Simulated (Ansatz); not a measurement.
**GaBH4O (SMILES [BH2][GaH][OH]): single points off equilibrium**

The atoms stand at a structure displaced at random from a GFN2-xTB minimum. How far do the functionals agree with CCSD(T) there?

The runs use Ansatz 0.2.0, Gaussian basis; single points in def2-TZVPP.

Correlated methods freeze the cores. Filled d shells of the heavier atoms are correlated.

## 1. The starting structure

SMILES `[BH2][GaH][OH]`, 7 atoms, charge 0, spin multiplicity 1.

Atoms are counted from 1 here; the program's logs count them from 0.

Bond lengths: B1–Ga2 2.241 Å, B1–H4 1.361 Å, B1–H5 1.064 Å, Ga2–O3 1.686 Å, Ga2–H6 1.450 Å, O3–H7 1.001 Å. Angles: Ga2–B1–H4 114.9°, Ga2–B1–H5 125.1°, H4–B1–H5 117.4°, B1–Ga2–O3 98.1°, B1–Ga2–H6 138.4°, O3–Ga2–H6 122.9°, Ga2–O3–H7 140.8°.

As a file:

| atom | x (Å) | y (Å) | z (Å) |
| --- | --- | --- | --- |
| B1 | -1.44740 | 0.08380 | 0.02350 |
| Ga2 | 0.72880 | 0.14300 | 0.55620 |
| O3 | 1.35720 | -0.14610 | -0.98150 |
| H4 | -2.04040 | -1.13220 | 0.16900 |
| H5 | -2.08420 | 0.93380 | -0.04250 |
| H6 | 1.55230 | 0.17630 | 1.74880 |
| H7 | 2.21420 | -0.08090 | -1.49460 |

## 2. CCSD(T)/def2-TZVPP

run/in.yaml reads:

```yaml
crystal:
  periodic: [false, false, false]
  atoms:
    - {symbol: B, position_ang: [-1.447400, 0.083800, 0.023500]}
    - {symbol: Ga, position_ang: [0.728800, 0.143000, 0.556200]}
    - {symbol: O, position_ang: [1.357200, -0.146100, -0.981500]}
    - {symbol: H, position_ang: [-2.040400, -1.132200, 0.169000]}
    - {symbol: H, position_ang: [-2.084200, 0.933800, -0.042500]}
    - {symbol: H, position_ang: [1.552300, 0.176300, 1.748800]}
    - {symbol: H, position_ang: [2.214200, -0.080900, -1.494600]}
basis:
  gaussian: {orbitals: def2-TZVPP}
correlation: {method: ccsd_t}
output: {forces: true}
```

The command line of these runs was not kept.

## 3. PBE0-D4/def2-TZVPP

run/in.yaml, as its differences from that of step 2:

```diff
@@ -12,3 +12,3 @@
   gaussian: {orbitals: def2-TZVPP}
-correlation: {method: ccsd_t}
-output: {forces: true}
+hamiltonian: {xc: pbe0, dispersion: d4}
+output: {forces: true, orbitals: {seedname: orbitals}}
```

## 4. wB97M-V/def2-TZVPP

run/in.yaml, as its differences from that of step 3:

```diff
@@ -12,3 +12,3 @@
   gaussian: {orbitals: def2-TZVPP}
-hamiltonian: {xc: pbe0, dispersion: d4}
-output: {forces: true, orbitals: {seedname: orbitals}}
+hamiltonian: {xc: {name: wB97M-V}}
+output: {forces: true}
```

## 5. r2SCAN-D4/def2-TZVPP

run/in.yaml, as its differences from that of step 4:

```diff
@@ -12,3 +12,3 @@
   gaussian: {orbitals: def2-TZVPP}
-hamiltonian: {xc: {name: wB97M-V}}
+hamiltonian: {xc: r2scan, dispersion: d4}
 output: {forces: true}
```

## 6. PBE-D4/def2-TZVPP

run/in.yaml, as its differences from that of step 5:

```diff
@@ -12,3 +12,3 @@
   gaussian: {orbitals: def2-TZVPP}
-hamiltonian: {xc: r2scan, dispersion: d4}
+hamiltonian: {xc: pbe, dispersion: d4}
 output: {forces: true}
```

## 7. BHLYP-D4/def2-TZVPP

run/in.yaml, as its differences from that of step 6:

```diff
@@ -12,3 +12,3 @@
   gaussian: {orbitals: def2-TZVPP}
-hamiltonian: {xc: pbe, dispersion: d4}
+hamiltonian: {xc: {name: BHLYP}, dispersion: d4}
 output: {forces: true}
```

## 8. CAM-B3LYP-D4/def2-TZVPP

run/in.yaml, as its differences from that of step 7:

```diff
@@ -12,3 +12,3 @@
   gaussian: {orbitals: def2-TZVPP}
-hamiltonian: {xc: {name: BHLYP}, dispersion: d4}
+hamiltonian: {xc: {name: CAM-B3LYP}, dispersion: d4}
 output: {forces: true}
```

(Steps that only read results are left out.)

What does the calculation give? Wanted: energy less free atoms, CCSD(T)/def2-TZVPP; RMS force component; RMS force error; HOMO and LUMO, PBE0-D4; T1 diagnostic.

The runs gave:

```
                                  quantity                                                                                                 value
energy less free atoms, CCSD(T)/def2-TZVPP                                                                                        -1932.3 kJ/mol
                       RMS force component                                                                  2.346 to 2.425 eV/Å over the methods
                           RMS force error  PBE0-D4 0.049, wB97M-V 0.065, r2SCAN-D4 0.070, PBE-D4 0.184, BHLYP-D4 0.194, CAM-B3LYP-D4 0.067 eV/Å
                    HOMO and LUMO, PBE0-D4                                                                                    -6.96 and -2.01 eV
                             T1 diagnostic                                                                                                 0.014
```

In words: Against CCSD(T) the functionals' energies less atoms differ by -51.7 to +23.3 kJ/mol, PBE-D4 by -45.9 kJ/mol. CCSD(T) in triple zeta still lacks some correlation energy of the bonds, so part of these gaps is its own basis error and they don't rank the functionals. The forces of PBE0-D4 come nearest to CCSD(T), those of BHLYP-D4 are farthest.
